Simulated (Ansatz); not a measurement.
# CH6GeO: up Jacob's ladder to CCSD(T)

How much do the methods differ for CH6GeO? The plan is to run it at one geometry with functionals of several rungs and with coupled cluster. The yardstick is the atomisation energy at the CCSD(T) limit.

Computed with Ansatz 0.2.0, Gaussian basis. Level: functionals in def2-TZVPP, the program's frozen cores in correlated methods.

Plan: LDA (SPW92), PBE-D4, revPBE-D4, BLYP-D4, r2SCAN-D4, B97M-V, PBE0-D4, B3LYP-D4, r2SCANh-D4, r2SCAN0-D4, HSE06-D4, BHLYP-D4, CAM-B3LYP-D4, LC-ωPBE, ωB97X-V, ωB97M-V, B2PLYP, PBE-QIDH; CCSD(T)/def2-SVP; CCSD(T)/def2-TZVPP; MP2/def2-QZVPP; extrapolation to the limit; RPA on PBE.

## 1. The geometry

The geometry comes from an earlier relaxation with PBE0-D4 in a triple-zeta def2 set; it is a stationary point, not always the lowest conformer.

SMILES `O[CH2][GeH3]`, 9 atoms, charge 0, spin multiplicity 1.

Atoms are counted from 1 here; the program's logs count them from 0.

Bond lengths: O1–C2 1.415 Å, O1–H4 0.960 Å, C2–Ge3 1.968 Å, C2–H5 1.098 Å, C2–H6 1.098 Å, Ge3–H7 1.536 Å, Ge3–H8 1.540 Å, Ge3–H9 1.536 Å. Angles: C2–O1–H4 108.8°, O1–C2–Ge3 108.0°, O1–C2–H5 112.0°, O1–C2–H6 112.0°, Ge3–C2–H5 108.5°, Ge3–C2–H6 108.5°, H5–C2–H6 107.6°, C2–Ge3–H7 110.0°, C2–Ge3–H8 108.6°, C2–Ge3–H9 110.0°, H7–Ge3–H8 109.3°, H7–Ge3–H9 109.6°, H8–Ge3–H9 109.3°.

## 2. LDA

This LDA is Slater exchange with PW92 correlation.

File in.yaml:

```yaml
crystal:
  periodic: [false, false, false]
  atoms:
    - {symbol: O, position_ang: [-1.059412, -0.165161, -1.285006]}
    - {symbol: C, position_ang: [-0.095007, 0.554258, -0.541162]}
    - {symbol: Ge, position_ang: [0.456578, -0.562011, 0.982468]}
    - {symbol: H, position_ang: [-1.336457, 0.371206, -2.032041]}
    - {symbol: H, position_ang: [-0.495942, 1.499937, -0.153807]}
    - {symbol: H, position_ang: [0.793936, 0.790786, -1.140275]}
    - {symbol: H, position_ang: [-0.754128, -0.865192, 1.878086]}
    - {symbol: H, position_ang: [1.512159, 0.207418, 1.798277]}
    - {symbol: H, position_ang: [1.066871, -1.877741, 0.476361]}
basis:
  gaussian: {orbitals: def2-TZVPP}
hamiltonian: {xc: lda}
output: {orbitals: {seedname: orbitals}}
```

Launch:

```
$ ansatz run in.yaml --threads 2 --pin off --events-out ev --progress --plain --max-ram 4352MiB
```

The runs that follow: PBE-D4 (GGA); revPBE-D4 (GGA); BLYP-D4 (GGA); r2SCAN-D4 (meta-GGA); B97M-V (meta-GGA); PBE0-D4 (hybrid); B3LYP-D4 (hybrid); r2SCANh-D4 (hybrid); r2SCAN0-D4 (hybrid); HSE06-D4 (hybrid); BHLYP-D4 (hybrid); CAM-B3LYP-D4 (range-separated); LC-ωPBE (range-separated); ωB97X-V (range-separated); ωB97M-V (range-separated); B2PLYP (double hybrid); PBE-QIDH (double hybrid); CCSD(T) in def2-SVP; CCSD(T) in def2-TZVPP; MP2 in def2-QZVPP; RPA on PBE orbitals.

**Question.** What will the summary of the whole plan be? Wanted: atomisation energy, CCSD(T)/CBS; farthest beyond LDA; mean size of error, GGA; mean size of error, meta-GGA; mean size of error, hybrid; mean size of error, range-separated; mean size of error, double hybrid; gap, smallest and largest; T1 diagnostic.

As calculated:

| quantity | value |
| --- | --- |
| atomisation energy, CCSD(T)/CBS | 2895.2 kJ/mol |
| functionals within 29.0 kJ/mol (1.0 %) | PBE-D4, r2SCAN-D4, B97M-V, B3LYP-D4, CAM-B3LYP-D4, ωB97X-V, ωB97M-V |
| farthest beyond LDA | BHLYP-D4 (-100.4 kJ/mol) |
| mean size of error, GGA | 34.6 kJ/mol |
| mean size of error, meta-GGA | 8.4 kJ/mol |
| mean size of error, hybrid | 47.3 kJ/mol |
| mean size of error, range-separated | 15.9 kJ/mol |
| mean size of error, double hybrid | 47.8 kJ/mol |
| gap, smallest and largest | 6.16 eV (BLYP-D4), 13.76 eV (LC-ωPBE) |
| T1 diagnostic | 0.0109 |
| triples share of the correlation energy | 3.4 % |

**Reading.** LDA overbinds by 398.2 kJ/mol (14 %). PBE-D4 misses by +6.1 kJ/mol. Double hybrids carry the basis error of their MP2 part in triple zeta, and no dispersion term here, so their miss is partly the set-up's. The rungs meta-GGA, range-separated miss on average by less than the doubt on the reference (29.0 kJ/mol), so they tie. The reference freezes the cores and leaves out relativity and excitations past (T), and its outer-core shells are covered unevenly, so misses under about 29.0 kJ/mol can't be ranked. Hartree-Fock recovers 71 % of the binding; the rest is correlation. CCSD(T) in def2-SVP is off by -175.2 kJ/mol, more than most functionals: a good method in a small basis is no reference. The gap grows from 6.2 to 13.8 eV across the functionals, mostly with the share of exact exchange. Correlated methods include outer-core shells of Ge, which these sets cover unevenly.
